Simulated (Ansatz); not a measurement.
**C₃H₉Cl₂InOSi: a ladder of functionals and wavefunction methods**

An exercise on one series of results from a longer session: the logs are not shown, and one member is left open.

The runs use Ansatz 0.2.0, Gaussian basis; functionals in def2-TZVPP, the program's frozen cores in correlated methods.

Plan: LDA (SPW92), PBE-D4, revPBE-D4, BLYP-D4, r2SCAN-D4, B97M-V, PBE0-D4, B3LYP-D4, r2SCANh-D4, r2SCAN0-D4, HSE06-D4, BHLYP-D4, CAM-B3LYP-D4, LC-ωPBE, ωB97X-V, ωB97M-V, B2PLYP, PBE-QIDH; CCSD(T)/def2-SVP; CCSD(T)/def2-TZVPP; MP2/def2-QZVPP; extrapolation to the limit; RPA on PBE.

**Structure used throughout**

All runs share one geometry, relaxed beforehand with PBE0-D4 in a triple-zeta def2 set. In takes the def2 core potential; no spin-orbit term is included.

17 atoms, charge 0, spin multiplicity 1.

Atoms are counted from 1 here; the program's logs count them from 0.

Bond lengths: C1–Si2 1.864 Å, C1–H9 1.094 Å, C1–H10 1.093 Å, C1–H11 1.093 Å, Si2–C3 1.870 Å, Si2–C4 1.870 Å, Si2–O5 1.657 Å, C3–H12 1.094 Å, C3–H13 1.094 Å, C3–H14 1.093 Å, C4–H15 1.094 Å, C4–H16 1.093 Å, C4–H17 1.094 Å, O5–In6 1.944 Å, In6–Cl7 2.292 Å, In6–Cl8 2.307 Å. Angles: Si2–C1–H9 111.0°, Si2–C1–H10 110.9°, Si2–C1–H11 110.9°, H9–C1–H10 108.0°, H9–C1–H11 108.0°, H10–C1–H11 107.9°, C1–Si2–C3 110.9°, C1–Si2–C4 110.9°, C1–Si2–O5 106.5°, C3–Si2–C4 109.6°, C3–Si2–O5 109.5°, C4–Si2–O5 109.5°, Si2–C3–H12 111.3°, Si2–C3–H13 111.1°, Si2–C3–H14 111.1°, H12–C3–H13 107.4°, H12–C3–H14 108.2°, H13–C3–H14 107.7° and more.

Set-up of the first run:

The input, in.yaml:

```yaml
crystal:
  periodic: [false, false, false]
  atoms:
    - {symbol: C, position_ang: [-0.554739, -2.148384, -0.463823]}
    - {symbol: Si, position_ang: [-0.092690, -0.405043, 0.007088]}
    - {symbol: C, position_ang: [1.618936, -0.349840, 0.757436]}
    - {symbol: C, position_ang: [-1.329356, 0.308109, 1.214387]}
    - {symbol: O, position_ang: [-0.111729, 0.480952, -1.393008]}
    - {symbol: In, position_ang: [0.262940, 2.359036, -1.728408]}
    - {symbol: Cl, position_ang: [0.129105, 3.196721, -3.858051]}
    - {symbol: Cl, position_ang: [0.842933, 3.746061, 0.021039]}
    - {symbol: H, position_ang: [-0.564685, -2.801244, 0.413523]}
    - {symbol: H, position_ang: [-1.547573, -2.178600, -0.919288]}
    - {symbol: H, position_ang: [0.157751, -2.559284, -1.183267]}
    - {symbol: H, position_ang: [1.898624, 0.671604, 1.032870]}
    - {symbol: H, position_ang: [1.669959, -0.958192, 1.664963]}
    - {symbol: H, position_ang: [2.368249, -0.732139, 0.058881]}
    - {symbol: H, position_ang: [-1.066887, 1.333553, 1.491851]}
    - {symbol: H, position_ang: [-2.336317, 0.317126, 0.788334]}
    - {symbol: H, position_ang: [-1.363619, -0.280738, 2.135471]}
basis:
  gaussian: {orbitals: def2-TZVPP}
hamiltonian: {xc: lda}
output: {orbitals: {seedname: orbitals}}
```

Run with:

```console
> ansatz run in.yaml --threads 4 --pin off --events-out ev --progress --plain --max-ram 66560MiB --backend cuda --devices 0, --max-vram 37GiB
```

Among the steps run: LDA; PBE-D4 (GGA); revPBE-D4 (GGA); BLYP-D4 (GGA); r2SCAN-D4 (meta-GGA); B97M-V (meta-GGA); B3LYP-D4 (hybrid); r2SCANh-D4 (hybrid); r2SCAN0-D4 (hybrid); HSE06-D4 (hybrid); BHLYP-D4 (hybrid); CAM-B3LYP-D4 (range-separated); LC-ωPBE (range-separated); ωB97X-V (range-separated); ωB97M-V (range-separated); B2PLYP (double hybrid); PBE-QIDH (double hybrid).

One table of the session follows, with a row left open; its other results are not shown here.

It belongs to the step «Orbital energies across the functionals». 

```
  functional  HOMO (eV)  LUMO (eV)  gap (eV)
 LDA (SPW92)      -6.97      -3.69      3.28
      PBE-D4      -6.82      -3.36      3.46
   revPBE-D4      -6.76      -3.23      3.53
     BLYP-D4      -6.72      -3.32      3.40
   r2SCAN-D4      -7.13      -3.18      3.96
      B97M-V      -7.21      -3.23      3.98
     PBE0-D4      -8.18      -2.49      5.69
    B3LYP-D4          ?          ?         ?
  r2SCANh-D4      -7.63      -2.86      4.78
  r2SCAN0-D4      -8.39      -2.38      6.01
    HSE06-D4      -7.78      -2.86      4.92
    BHLYP-D4      -9.48      -1.61      7.87
CAM-B3LYP-D4      -9.59      -1.54      8.05
     LC-ωPBE     -10.92      -0.22     10.71
     ωB97X-V     -10.59      -0.42     10.17
     ωB97M-V     -10.45      -0.56      9.89
```

Estimate the missing values for B3LYP-D4.

Worked estimate for «HOMO (eV)». Against the share of exact exchange, BLYP-D4 (0, -6.72), BHLYP-D4 (0.5, -9.48) give a slope of -5.52 per unit share; at 0.2 the line stands at -7.82.

**Answer.** HOMO (eV): -7.97; LUMO (eV): -2.80; gap (eV): 5.17. In «HOMO (eV)» the line misses by +0.15.
